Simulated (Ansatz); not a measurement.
# CH₅NSSi: one species, many methods

An exercise on one series of results from a longer session: the logs are not shown, and one member is left open.

Program: Ansatz 0.2.0, Gaussian basis. Level of theory: functionals in def2-TZVPP, the program's frozen cores in correlated methods. These are calculated values, not measurements.

Levels to be run: LDA (SPW92), PBE-D4, revPBE-D4, BLYP-D4, r2SCAN-D4, B97M-V, PBE0-D4, B3LYP-D4, r2SCANh-D4, r2SCAN0-D4, HSE06-D4, BHLYP-D4, CAM-B3LYP-D4, LC-ωPBE, ωB97X-V, ωB97M-V, B2PLYP, PBE-QIDH; CCSD(T)/def2-SVP; CCSD(T)/def2-TZVPP; MP2/def2-QZVPP; extrapolation to the limit; RPA on PBE.

## The geometry

The geometry comes from an earlier relaxation with PBE0-D4 in a triple-zeta def2 set; it is a stationary point, not always the lowest conformer.

SMILES `S[SiH]1CN1`, 9 atoms, charge 0, spin multiplicity 1.

Atoms are counted from 1 here; the program's logs count them from 0.

Bond lengths: S1–Si2 2.115 Å, S1–H5 1.344 Å, Si2–C3 1.826 Å, Si2–N4 1.701 Å, Si2–H6 1.479 Å, C3–N4 1.504 Å, C3–H7 1.088 Å, C3–H8 1.091 Å, N4–H9 1.008 Å. Angles: Si2–S1–H5 93.1°, S1–Si2–C3 128.1°, S1–Si2–N4 119.2°, S1–Si2–H6 107.2°, C3–Si2–N4 50.3°, C3–Si2–H6 119.7°, N4–Si2–H6 122.6°, Si2–C3–N4 60.6°, Si2–C3–H7 124.3°, Si2–C3–H8 117.9°, N4–C3–H7 114.1°, N4–C3–H8 117.0°, H7–C3–H8 112.6°, Si2–N4–C3 69.1°, Si2–N4–H9 131.1°, C3–N4–H9 118.6°.

The first run:

in.yaml reads:

```yaml
crystal:
  periodic: [false, false, false]
  atoms:
    - {symbol: S, position_ang: [-0.595647, 1.193278, -2.136825]}
    - {symbol: Si, position_ang: [0.344225, 0.663880, -0.317458]}
    - {symbol: C, position_ang: [0.422223, -0.979599, 0.473334]}
    - {symbol: N, position_ang: [-0.596681, 0.020386, 0.945674]}
    - {symbol: H, position_ang: [-1.534749, 0.239024, -2.015207]}
    - {symbol: H, position_ang: [1.429452, 1.641030, -0.084594]}
    - {symbol: H, position_ang: [-0.007047, -1.884838, 0.049576]}
    - {symbol: H, position_ang: [1.259257, -1.185797, 1.141218]}
    - {symbol: H, position_ang: [-0.632532, 0.246234, 1.927083]}
basis:
  gaussian: {orbitals: def2-TZVPP}
hamiltonian: {xc: lda}
output: {orbitals: {seedname: orbitals}}
```

Command:

```sh
$ ansatz run in.yaml --threads 2 --pin off --events-out ev --progress --plain --max-ram 4352MiB
```

Steps of the session up to this table: LDA; PBE-D4 (GGA); revPBE-D4 (GGA); BLYP-D4 (GGA); r2SCAN-D4 (meta-GGA); B97M-V (meta-GGA); PBE0-D4 (hybrid); B3LYP-D4 (hybrid); r2SCANh-D4 (hybrid); r2SCAN0-D4 (hybrid); HSE06-D4 (hybrid); BHLYP-D4 (hybrid); CAM-B3LYP-D4 (range-separated); LC-ωPBE (range-separated); ωB97X-V (range-separated); ωB97M-V (range-separated); B2PLYP (double hybrid); PBE-QIDH (double hybrid).

One of the session's tables, all rows but one given; the rest of the session is left out.

It belongs to the step «Orbital energies across the functionals». 

```
  functional  HOMO (eV)  gap (eV)
 LDA (SPW92)      -5.73      4.89
      PBE-D4      -5.58      4.89
   revPBE-D4      -5.53      4.91
     BLYP-D4      -5.44      4.84
   r2SCAN-D4      -5.82      5.46
      B97M-V      -5.88      5.41
     PBE0-D4      -6.84      7.10
    B3LYP-D4      -6.61      6.61
  r2SCANh-D4          ?         ?
  r2SCAN0-D4      -7.00      7.46
    HSE06-D4      -6.44      6.32
    BHLYP-D4      -7.98      9.08
CAM-B3LYP-D4      -8.18      9.43
     LC-ωPBE      -9.56     11.95
     ωB97X-V      -9.19     11.45
     ωB97M-V      -9.06     11.03
```

Estimate the missing values for r2SCANh-D4.

Worked estimate for «HOMO (eV)». Against the share of exact exchange, r2SCAN-D4 (0, -5.82), r2SCAN0-D4 (0.25, -7.00) give a slope of -4.72 per unit share; at 0.1 the line stands at -6.29.

**Answer.** HOMO (eV): -6.29; gap (eV): 6.28. In «HOMO (eV)» the line misses by 0.00.
